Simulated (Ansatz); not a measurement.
# F2GeH2: the cost of one run

All numbers below are computed with Ansatz 0.2.0 (RKS PBE/def2-SVP).

### Step 1. The system as given

Bond lengths: Ge1–F2 1.680 Å, Ge1–H3 1.550 Å, Ge1–H4 1.549 Å, Ge1–F5 1.679 Å. Angles: F2–Ge1–H3 109.5°, F2–Ge1–H4 109.5°, F2–Ge1–F5 109.5°, H3–Ge1–H4 109.5°, H3–Ge1–F5 109.5°, H4–Ge1–F5 109.5°.

Structure file:

```xyz
5

Ge    0.0000    0.0000    0.0000
F     0.0000    0.0000    1.6800
H     1.4616    0.0000   -0.5162
H    -0.7300    1.2648   -0.5162
F    -0.7913   -1.3709   -0.5594
```

### Step 2. Preparing the start

Input file input.yaml:

```yaml
crystal:
  periodic: [false, false, false]
  atoms:
    - { symbol: Ge, position_ang: [0.0, 0.0, 0.0] }
    - { symbol: F, position_ang: [0.0, 0.0, 1.68] }
    - { symbol: H, position_ang: [1.4616, 0.0, -0.5162] }
    - { symbol: H, position_ang: [-0.73, 1.2648, -0.5162] }
    - { symbol: F, position_ang: [-0.7913, -1.3709, -0.5594] }
basis:
  gaussian: { orbitals: def2-SVP }
hamiltonian:
  xc: pbe
relax:
  f_tol: 0.02
  max_steps: 40
```

Command:

```sh
> ansatz run input.yaml --threads 1 --pin off --max-ram 2048MiB --backend cpu --events-out ev --progress --plain --runs-dir out
```

Q: Estimate wall time and peak memory on 1 thread of Arm Neoverse V2, shared host.

About 5.6 s, with a peak of 0.11 GiB.
